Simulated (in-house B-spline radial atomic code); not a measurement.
**Pm⁵⁺: ionisation energy by several methods**

How far do functionals differ on the ionisation energy of Pm⁵⁺? Each run solves Pm⁵⁺ and then the next ion ([Kr] 4d10 4f3 5s2 5p4).

The numbers are computed with in-house B-spline radial atomic code version 1 (scalar-relativistic (X2C), several functionals, spin-polarised; spherical all-electron atom at the radial basis limit), except any that are marked as measured or tabulated.

**1. What is computed**

* element: promethium (Z = 61)
* charge: +5
* electrons: 56
* configuration: [Kr] 4d10 4f3 5s2 5p5
* nucleus: Fermi, rms radius 4.962 fm

The outer shells:

[Kr] 4d10 4f3 5s2 5p5
```
[Kr] core
4d [↑↓][↑↓][↑↓][↑↓][↑↓]
4f [↑ ][↑ ][↑ ][  ][  ][  ][  ]
5s [↑↓]
5p [↑↓][↑↓][↑ ]
```

Where spins are not typed, each open shell is filled with up spins first.

**2. revTPSS, a meta-GGA**

The run's settings:

```ini
Z = 61
electrons = 56.0
configuration = [Kr] 4d10 4f3 5s2 5p5
hamiltonian = x2c
method = revtpss,revtpss
spin_polarised = True
nucleus = fermi
rms_radius = 4.961999461404065
mass_number = 145
atomic_mass = 144.912755748
speed_of_light = 137.035999084
```

**3. BLYP, a GGA**

Changes to the settings of step 2:

```diff
@@ -4,3 +4,3 @@
 hamiltonian = x2c
-method = revtpss,revtpss
+method = b88,lyp
 spin_polarised = True
```

**4. LDA (VWN5)**

Changes to the settings of step 3:

```diff
@@ -4,3 +4,3 @@
 hamiltonian = x2c
-method = b88,lyp
+method = lda,vwn
 spin_polarised = True
```

**5. TPSS, a meta-GGA**

Changes to the settings of step 4:

```diff
@@ -4,3 +4,3 @@
 hamiltonian = x2c
-method = lda,vwn
+method = tpss,tpss
 spin_polarised = True
```

**6. BP86, a GGA**

Changes to the settings of step 5:

```diff
@@ -4,3 +4,3 @@
 hamiltonian = x2c
-method = tpss,tpss
+method = b88,p86
 spin_polarised = True
```

**7. RPBE, a GGA**

Changes to the settings of step 6:

```diff
@@ -4,3 +4,3 @@
 hamiltonian = x2c
-method = b88,p86
+method = rpbe,pbe
 spin_polarised = True
```

Q: The tabulated ionisation energy is 85 ± 4 eV (tabulated theoretical; NIST Atomic Spectra Database). What does each method give, and which comes nearest?

The runs gave:

| method | rung | total energy (hartree) | ΔSCF (eV) | −ε highest (eV) | ΔSCF less tabulated (eV) |
| --- | --- | --- | --- | --- | --- |
| LDA (VWN5) | LDA | -10006.5003 | 83.749 | 68.184 (4f up) | -1.251 |
| BLYP | GGA | -10014.8603 | 83.206 | 67.619 (4f up) | -1.794 |
| BP86 | GGA | -10015.5493 | 83.490 | 67.947 (4f up) | -1.510 |
| RPBE | GGA | -10014.5032 | 83.161 | 67.816 (4f up) | -1.839 |
| revTPSS | meta-GGA | -10012.7058 | 83.286 | 67.668 (4f up) | -1.714 |
| TPSS | meta-GGA | -10013.9980 | 83.310 | 67.637 (4f up) | -1.690 |

**Reading.** Tables give 85 ± 4 eV (tabulated theoretical; NIST Atomic Spectra Database) for the ionisation energy. LDA (VWN5) misses by -1.251 eV, the least, and RPBE by -1.839 eV (2.2 %), the most. Mean absolute error by rung (exchange-only levels left out): LDA 1.25 eV, GGA 1.71 eV, meta-GGA 1.70 eV. The table's own uncertainty is as large as these misses, so the order means little. All methods miss on the same side by much the same amount, which points to something that they share. Relativistic terms that these runs lack can be as large as the gaps between close methods, so the nearest may be so by luck. Spin-orbit coupling is left out. Open shells are averaged (over orientations, and over spins where the run is restricted), while tables refer to the lowest levels. ΔSCF removes a 5p electron, which is never the highest level here, so the two columns refer to different electrons.

Members of this set that are not shown: 12 used exact exchange with fractional occupations of an open shell, which is unsound here.
